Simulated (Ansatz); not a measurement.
# EuPtGe3: the cost of one run

Program: Ansatz 0.2.0. Level of theory: DFT r²SCAN, scalar-relativistic, plane waves, PAW. These are calculated values, not measurements.

2 further runs of the same task are left out: 1 that didn't finish, 1 set aside as unsound or not needed. Runs told in other sessions of the task aren't counted.

## Step 1: The structure to begin with

The cell holds 20 atoms (Eu4Ge12NdPt3): a = 6.337 Å, b = 6.337 Å, c = 10.014 Å, α = 90.00°, β = 90.00°, γ = 90.00°.

The coordinates of this cell stand in the input of its own run.

The host was relaxed before at r²SCAN: a = 4.481 Å, b = 4.481 Å, c = 10.014 Å, α = 90.00°, β = 90.00°, γ = 90.00° (conventional cell), 20.107 Å³/atom.

Places, in fractions of the supercell: Nd in place of Pt at (0.000, 0.000, 0.352). The start keeps the symmetry of the ideal site.

## Step 2: The perfect crystal in the supercell of 20 atoms

Contents of input.yaml:

```yaml
crystal:
  lattice:
    - [4.4809057054, -4.4809057054, 0.0]
    - [-4.4809057054, -4.4809057054, 0.0]
    - [0.0, 0.0, -10.014401203]
  atoms:
    - { symbol: Eu, position: [0.0, 0.0, 0.0014755137], spin: 7.49 }
    - { symbol: Eu, position: [0.5, 0.0, 0.5014755137], spin: 7.49 }
    - { symbol: Eu, position: [0.5, 0.5, 0.0014755137], spin: 7.49 }
    - { symbol: Eu, position: [0.0, 0.5, 0.5014755137], spin: 7.49 }
    - { symbol: Ge, position: [0.0, 0.0, 0.5959462066] }
    - { symbol: Ge, position: [0.5, 0.0, 0.0959462066] }
    - { symbol: Ge, position: [0.5, 0.5, 0.5959462066] }
    - { symbol: Ge, position: [0.0, 0.5, 0.0959462066] }
    - { symbol: Ge, position: [0.75, 0.25, 0.2426070197] }
    - { symbol: Ge, position: [0.25, 0.25, 0.7426070197] }
    - { symbol: Ge, position: [0.25, 0.75, 0.2426070197] }
    - { symbol: Ge, position: [0.75, 0.75, 0.7426070197] }
    - { symbol: Ge, position: [0.25, 0.25, 0.2426070197] }
    - { symbol: Ge, position: [0.75, 0.25, 0.7426070197] }
    - { symbol: Ge, position: [0.75, 0.75, 0.2426070197] }
    - { symbol: Ge, position: [0.25, 0.75, 0.7426070197] }
    - { symbol: Pt, position: [0.0, 0.0, 0.3515942403] }
    - { symbol: Pt, position: [0.5, 0.0, 0.8515942403] }
    - { symbol: Pt, position: [0.5, 0.5, 0.3515942403] }
    - { symbol: Pt, position: [0.0, 0.5, 0.8515942403] }
basis:
  ecutwfc: 500
  xc_grid: 3
kpoints:
  mp_grid: { grid: [4, 4, 2], shift: [0.5, 0.5, 0.5] }
hamiltonian:
  xc: r2scan
scf:
  occupations: { method: gaussian, width: 0.05 }
  lower_state_search: "off"
output:
  forces: true
  stress: true
  eigenvalues: true
  populations: true
  hubbard: { sites: [{ species: Eu, l: f }] }
magnetization:
  spin_polarized: true
```

On the command line:

```bash
$ ansatz run input.yaml --threads 8 --pin off --max-ram 14336MiB --backend cpu --events-out ev --progress --plain --runs-dir out
```

Q: Estimate wall time and peak memory on 8 threads of Intel Xeon Platinum 8259CL at 2.50GHz (Skylake/Cascade Lake), shared host.

About 30 s, with a peak of 3.4 GiB.
